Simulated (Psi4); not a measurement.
# HF/STO-3G (DKH2) run of InH2Cl (SMILES [H][In]([H])[Cl])

Aim: the vertical electron affinity of InH2Cl at HF/STO-3G (DKH2), from 2 runs. 

The calculation is run with Psi4 1.11.

2 further runs of the same task are left out: 2 set aside as unsound or not needed.

### Step 1. The structure to begin with

The species is InH2Cl (4 atoms), meant as a singlet with charge 0. SMILES: `[H][In]([H])[Cl]`. Geometry: a GFN2-xTB relaxation, a rough one for these elements and not checked as a minimum.

Bond lengths: In1–Cl4 2.278 Å, In1–H2 1.713 Å, In1–H3 1.713 Å. Angles: H2–In1–Cl4 120.3°, H3–In1–Cl4 120.3°, H2–In1–H3 119.4°.

### Step 2. Energy and gradient at HF/STO-3G (DKH2)

File clh2in.xyz:

```xyz
4
ClH2In
In     0.070210     0.117850    -0.000370
H      1.783010     0.101380     0.011370
H     -0.755080     1.618480    -0.019870
Cl    -1.098140    -1.837720     0.008870
```

File clh2in.py:

```python
import psi4

psi4.set_memory('1600 MB')
psi4.set_num_threads(1)
psi4.core.set_output_file('run.log', False)

with open('clh2in.xyz') as f:
    atoms = ''.join(f.readlines()[2:])
mol = psi4.geometry('0 1\n' + atoms + '')

psi4.set_options(dict(basis='STO-3G', scf_type='pk', relativistic='dkh', dkh_order=2))

result = psi4.gradient('scf')
print('gradient / Eh bohr^-1')
print(result.np.round(6))
for k, v in sorted(psi4.core.scalar_variables().items()):
    print(f'{k:45s} {v:18.10f}')
```

The run is started by

```sh
$ python clh2in.py
```

run.log:

```text
[...]
  Running in c1 symmetry.
[...]
  Nuclear repulsion =  229.139900893049798
[...]
  Multiplicity = 1
[...]
  Nalpha       = 34
  Nbeta        = 34
[...]
    Number of basis functions: 38
[...]
   @RHF iter   1: -6234.65860146600153   -3.13403e+00   1.15157e-02 DIIS/ADIIS
[...]
   @RHF iter   9: -6234.82620693732952   -3.63798e-12   4.81036e-09 DIIS
[...]
    Orbital Energies [Eh]
    ---------------------
    Doubly Occupied:
       1A   -1008.088686     2A   -156.414753     3A   -141.010658
       4A   -141.009354     5A   -141.009146     6A   -103.931731
       7A    -30.712523     8A    -25.558536     9A    -25.554125
      10A    -25.553087    11A    -16.768407    12A    -16.768368
      13A    -16.767504    14A    -16.762949    15A    -16.762938
      16A    -10.388688    17A     -7.743243    18A     -7.739536
      19A     -7.739081    20A     -4.582995    21A     -3.171029
      22A     -3.161560    23A     -3.156275    24A     -0.960242
      25A     -0.609265    26A     -0.608046    27A     -0.605814
      28A     -0.600162    29A     -0.597803    30A     -0.472741
      31A     -0.388677    32A     -0.370413    33A     -0.363006
      34A     -0.323391
[...]
  @RHF Final Energy: -6234.82620693732952
   => Energetics <=
    Nuclear Repulsion Energy =            229.1131336389395301
    One-Electron Energy =               -9055.3692178526634962
    Two-Electron Energy =                2591.4298772763945635
    Total Energy =                      -6234.8262069373304257
[...]
 Multipole Moments:
 ------------------------------------------------------------------------------------
     Multipole            Electronic (a.u.)      Nuclear  (a.u.)        Total (a.u.)
 ------------------------------------------------------------------------------------
 L = 1.  Multiply by 2.5417464519 to convert [e a0] to [Debye]
 Dipole X            :          2.6089019           -2.0478983            0.5610035
 Dipole Y            :          4.3674431           -3.4270624            0.9403807
 Dipole Z            :         -0.0193261            0.0154087           -0.0039174
 Magnitude           :                                                    1.0950142
[...]
```

Standard output:

```text
gradient / Eh bohr^-1
[[-2.1532e-02 -3.5932e-02  2.1000e-04]
 [ 3.3777e-02  5.9850e-03  1.6500e-04]
 [-1.0693e-02  3.2562e-02 -3.8200e-04]
 [-1.5520e-03 -2.6150e-03  7.0000e-06]]
CURRENT ENERGY                                  -6234.8263621895
CURRENT REFERENCE ENERGY                        -6234.8263621895
DD SOLVATION ENERGY                                 0.0000000000
FINDIF NUMBER                                      13.0000000000
HF KINETIC ENERGY                                6131.1883572993
HF POTENTIAL ENERGY                            -12366.0147194887
HF TOTAL ENERGY                                 -6234.8263621895
HF VIRIAL RATIO                                     2.0169034123
NUCLEAR REPULSION ENERGY                          229.1399008930
ONE-ELECTRON ENERGY                             -9055.4154516075
PCM POLARIZATION ENERGY                             0.0000000000
PE ENERGY                                           0.0000000000
SCF ITERATION ENERGY                            -6234.8263621895
SCF ITERATIONS                                      9.0000000000
SCF TOTAL ENERGY                                -6234.8263621895
TWO-ELECTRON ENERGY                              2591.4491885250
```

Wall time 6 s (1 thread of INTEL XEON PLATINUM 8581C at 2.30GHz (Emerald Rapids), shared host); peak memory 0.21 GiB.

### Step 3. The doublet anion

File calc.inp:

```
memory 1600 MB

molecule m {
  -1 2
  In     0.070210     0.117850    -0.000370
  H      1.783010     0.101380     0.011370
  H     -0.755080     1.618480    -0.019870
  Cl    -1.098140    -1.837720     0.008870
}

set {
  basis        STO-3G
  reference    uhf
  scf_type     pk
  relativistic dkh
  dkh_order    2
}

energy_value, wavefunction = gradient("hf", return_wfn=True)
```

The run is started by

```sh
$ psi4 calc.inp calc.out -n 1
```

calc.out:

```text
[...]
  Running in c1 symmetry.
[...]
  Nuclear repulsion =  229.139900893049798
[...]
  Multiplicity = 2
[...]
  Nalpha       = 35
  Nbeta        = 34
[...]
    Number of basis functions: 38
[...]
   @UHF iter   1: -6234.43611730184239   -2.91155e+00   1.22208e-02 DIIS/ADIIS
[...]
   @UHF iter  12: -6234.65197075726246   -9.09495e-13   5.57261e-09 DIIS
[...]
   @S^2 Observed:                7.746005278E-01
[...]
    Orbital Energies [Eh]
    ---------------------
    Alpha Occupied:
       1A   -1007.726087     2A   -156.053702     3A   -140.649795
       4A   -140.648222     5A   -140.648039     6A   -103.662505
       7A    -30.353506     8A    -25.199018     9A    -25.195785
      10A    -25.194763    11A    -16.408216    12A    -16.407264
      13A    -16.406730    14A    -16.404641    15A    -16.404527
      16A    -10.126936    17A     -7.480656    18A     -7.478540
      19A     -7.478016    20A     -4.230584    21A     -2.813851
      22A     -2.812600    23A     -2.807350    24A     -0.721535
      25A     -0.266617    26A     -0.262476    27A     -0.259416
      28A     -0.251342    29A     -0.243419    30A     -0.218587
      31A     -0.145974    32A     -0.139323    33A     -0.114419
      34A     -0.057512    35A      0.163554
[...]
  @UHF Final Energy: -6234.65197075726246
   => Energetics <=
    Nuclear Repulsion Energy =            229.1131336389395301
    One-Electron Energy =               -9077.2106871572032105
    Two-Electron Energy =                2613.4455827610013330
    Total Energy =                      -6234.6519707572624611
  UHF NO Occupations:
  HONO-2 :   33  A 1.9976493
  HONO-1 :   34  A 1.9905908
[...]
 Multipole Moments:
 ------------------------------------------------------------------------------------
     Multipole            Electronic (a.u.)      Nuclear  (a.u.)        Total (a.u.)
 ------------------------------------------------------------------------------------
 L = 1.  Multiply by 2.5417464519 to convert [e a0] to [Debye]
 Dipole X            :          2.2539485           -2.0478983            0.2060501
 Dipole Y            :          3.7725209           -3.4270624            0.3454585
 Dipole Z            :         -0.0174595            0.0154087           -0.0020508
 Magnitude           :                                                    0.4022467
[...]
```

It took 6.3 s on 1 thread of INTEL XEON PLATINUM 8581C at 2.30GHz (Emerald Rapids), shared host; peak memory 0.21 GiB.

### Step 4. Results

At HF/STO-3G (DKH2):

| quantity | value |
| --- | --- |
| singlet InH2Cl: total energy | -6234.82636 Eh |
| singlet InH2Cl: dipole moment | 2.79 D |
| singlet InH2Cl: largest force on an atom | 2.154 eV/Å |
| doublet anion: total energy | -6234.65213 Eh |
| doublet anion: ⟨S²⟩ | 0.775 |
| doublet anion: largest force on an atom | 3.822 eV/Å |
| vertical electron affinity (to the doublet anion) | -4.741 eV |

The anion lies 4.74 eV (457 kJ/mol) above the neutral: the electron isn't bound at this level, and such a value depends on the basis. Without diffuse functions anions come out too high. Hartree–Fock misses the correlation that binds many anions. The largest force (singlet InH2Cl) is 2.15 eV/Å: the shape isn't a stationary point for this species at this level. In a minimal basis such a difference can be off by several eV, whatever the method. The basis (singlet InH2Cl) was contracted for non-relativistic atoms, which limits what the relativistic Hamiltonian can do in the core. The basis (doublet anion) was contracted for non-relativistic atoms, which limits what the relativistic Hamiltonian can do in the core.
